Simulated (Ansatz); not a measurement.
# HfBe2Si2: the cost of one run

Computed with Ansatz 0.2.0 (DFT PBE, scalar-relativistic, plane waves, PAW, unless a step's input says otherwise).

1 further run of the same task is left out (for a known fault of the program).

**1. The structure to begin with**

The structure is trigonal, space group P-3m1 (No. 164). The conventional cell has a = 3.441 Å, b = 3.441 Å, c = 5.697 Å, α = 90.00°, β = 90.00°, γ = 120.00°. Hf (site symmetry -3m) has 6 Si at 2.46 Å as nearest neighbours. Be (site symmetry 3m) is surrounded by 4 Si at 2.11 Å. Si (site symmetry 3m) is surrounded by 4 Be at 2.11 Å and 3 Hf at 2.46 Å.

Coordinates:

```
CELL_PARAMETERS angstrom
3.44106 0.00000 0.00000
-1.72053 2.98005 0.00000
0.00000 0.00000 5.69697
ATOMIC_POSITIONS crystal
Hf 0.00000 0.00000 0.00000
Be 0.33333 0.66667 0.37649
Be 0.66667 0.33333 0.62351
Si 0.33333 0.66667 0.74630
Si 0.66667 0.33333 0.25370
```

Recipe of the guess: species swapped into a database cell of CaCu2S2 (P-3m1, No. 164), with Hf on the Ca sites, Be on the Cu sites and Si on the S sites. Lengths come from tabulated atomic sizes and are only a guess.

**2. A first look at the guess**

The input, input.yaml:

```yaml
crystal:
  lattice:
    - [3.44106232, 0.0, 0.0]
    - [-1.72053116, 2.98004738, 0.0]
    - [0.0, 0.0, 5.6969666]
  atoms:
    - { symbol: Hf, position: [0.0, 0.0, 0.0] }
    - { symbol: Be, position: [0.33333333, 0.66666667, 0.37649] }
    - { symbol: Be, position: [0.66666667, 0.33333333, 0.62351] }
    - { symbol: Si, position: [0.33333333, 0.66666667, 0.74629998] }
    - { symbol: Si, position: [0.66666667, 0.33333333, 0.25370002] }
basis:
  ecutwfc: 420
kpoints:
  mp_grid: { grid: [6, 6, 4] }
hamiltonian:
  xc: pbe
scf:
  occupations: { method: gaussian, width: 0.1 }
  lower_state_search: "off"
output:
  forces: true
  stress: true
  eigenvalues: true
```

Launch:

```
> ansatz run input.yaml --threads 1 --pin off --max-ram 2560MiB --backend cpu --events-out ev --progress --plain --runs-dir out
```

What time and memory should one allow on 1 thread of Arm Neoverse V1, shared host?

About 2.9 s, with a peak of 0.34 GiB.
